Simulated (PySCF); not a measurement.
**Co⁻: electron affinity in aug-cc-pwCVTZ-DK plus 1 even-tempered diffuse shell per l**

Each state of cobalt is computed at each level; their differences give the electron affinity. How far do the methods differ?

Program: PySCF 2.14.0. Level of theory: unrestricted determinants in a Gaussian basis, no spin-orbit coupling in the energies. These are calculated values, not measurements, unless marked.

## (1) Starting point

- Element: cobalt (Z = 27)
- Basis: aug-cc-pwCVTZ-DK with one added diffuse shell each of s, p, d, f, g type (11s10p8d5f4g, 152 functions)
- Hamiltonian: the spin-free X2C one-electron Hamiltonian (Gaussian nucleus)
- State 1: Co⁻: [Ar] 3d8 4s2, high-spin 3F determinant
- Needed too, but not shown: Co [Ar] 3d7 4s2 (4F)
- Methods: BP86, PW91, M06

Outer shells as boxes (Hund's rule):

Co- [Ar] 3d8 4s2
```
[Ar] core
3d [↑↓][↑↓][↑↓][↑ ][↑ ]
4s [↑↓]
```

One driver process ran all states and methods and kept the integrals in memory. Each run is shown as a PySCF script that sums up its settings (the driver passes frozen orbitals as a list and adds second-order terms of double hybrids); the logs are those of the runs themselves. The driver starts from symmetry-adapted Hartree-Fock orbitals, holds the occupation by maximum overlap and uses a logarithmic radial grid for functionals, so a plain start would take other cycles.

The integrals over 152 functions and the set-up took 5.7 s of CPU time.

## (2) Co⁻: the ladder of methods

**BP86**

input.py

```python
from pyscf import gto, scf, dft, mp, cc
import basis_set_exchange as bse
mol = gto.M(atom="Co 0 0 0", charge=-1, spin=2, symmetry="D2h",
            basis=gto.basis.parse(bse.get_basis("aug-cc-pwCVTZ-DK", elements=["Co"], fmt="nwchem", augment_diffuse=1)),
            nucmod="G")
mf = dft.UKS(mol, xc="B88,P86").sfx2c1e()
mf.irrep_nelec = {'Ag': (6, 4), 'B1g': (1, 1), 'B2g': (1, 1), 'B3g': (1, 1), 'B1u': (2, 2), 'B2u': (2, 2), 'B3u': (2, 2)}
mf.kernel()
```

**PW91**

Changes to input.py:

```diff
@@ -5,3 +5,3 @@
             nucmod="G")
-mf = dft.UKS(mol, xc="B88,P86").sfx2c1e()
+mf = dft.UKS(mol, xc="PW91,PW91").sfx2c1e()
 mf.irrep_nelec = {'Ag': (6, 4), 'B1g': (1, 1), 'B2g': (1, 1), 'B3g': (1, 1), 'B1u': (2, 2), 'B2u': (2, 2), 'B3u': (2, 2)}
```

**M06**

Changes to input.py:

```diff
@@ -5,3 +5,3 @@
             nucmod="G")
-mf = dft.UKS(mol, xc="PW91,PW91").sfx2c1e()
+mf = dft.UKS(mol, xc="M06").sfx2c1e()
 mf.irrep_nelec = {'Ag': (6, 4), 'B1g': (1, 1), 'B2g': (1, 1), 'B3g': (1, 1), 'B1u': (2, 2), 'B2u': (2, 2), 'B3u': (2, 2)}
```

Before running it: what results should come out?

**Answer**, as computed:

| quantity | value |
| --- | --- |
| electron affinity, Co | UHF -2.008, M06 1.273 eV; reference 0.662 |

What this shows: The methods span 3.595 eV, from UHF (-2.008) to BP86 (1.587). The reference is uncertain or not like for like (spin-orbit coupling or other relativistic terms), so no ranking of close methods is drawn. All values hold for this basis alone; no basis-set limit was taken.
